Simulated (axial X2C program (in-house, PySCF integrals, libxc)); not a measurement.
# CuBr: the levels of the configuration d9 s1 p(π)0

Which Ω levels does CuBr have in the configuration d9 s1 p(π)0, and how far apart?

The runs use an in-house X2C program for linear molecules on PySCF integrals; two-component X2C, average-of-configuration Hartree–Fock and CI in the open shells.

All values are calculated.

## Step 1: Set-up

The input, task.json:

```json
{
 "zs": [
  29,
  35
 ],
 "q": 0,
 "bas": [
  "dyall-v3z",
  "dyall-v3z"
 ],
 "r0": 2.26,
 "metal": 0,
 "shells": [
  [
   2,
   [
    0,
    1,
    2
   ],
   9
  ],
  [
   0,
   [
    0
   ],
   1
  ],
  [
   1,
   [
    1
   ],
   0
  ]
 ],
 "fix": 0,
 "emax": 3.2,
 "nroots": 4
}
```

Keys: zs atomic numbers; q charge; bas basis sets; r0 starting distance in Å; metal index of the metal atom; shells open shells as [l, |m| values, electrons]; fix electron count of the first shell held; emax energy window in eV; nroots roots for each Ω.

Run with:

```
$ python soci.py task.json out
```

Two-component X2C with atomic mean-field Coulomb and Gaunt terms, basis Cu dyall-v3z, Br dyall-v3z (cores contracted in-house). Orbitals come from Hartree–Fock averaged over the configuration Cu d9 s1 p(π)0; CI then distributes these electrons over the d, s, p(π) shells of Cu.

## Step 2: CI at R = 2.335 Å

Before running it: what results should come out? Wanted: lowest level of the model; next level; lowest curve, Re and ωe.

The runs gave:

| quantity | value |
| --- | --- |
| lowest level of the model | Ω = 0, g∥ = 0.00, 100% d9 s1 |
| next level | Ω = 1, 89 cm⁻¹ higher |
| lowest curve, Re and ωe | 2.325 Å, 291.0 cm⁻¹ |

What this shows: From 2.335 to 2.428 Å the gap from the lowest to the fifth level goes from 1562 to 1525 cm⁻¹. Without dynamic correlation distances can be off by several hundredths of an Å, and the wavenumbers are rough. Dynamic correlation is missing, so gaps between terms are too wide and other configurations may lie lower; the lowest level listed is that of this model, not necessarily the ground state. For d shells the ligand-field splittings (σ, π, δ) and their order can be off by a thousand cm⁻¹ or more. At most 4 roots were kept for each Ω > 0 (twice that for Ω = 0) within 3.2 eV of the lowest, so higher up levels can be missing between those listed; levels with Ω > 0 are doubly degenerate and listed once, Ω = 0 levels singly. States that fill the shells left empty in the average are placed too high.
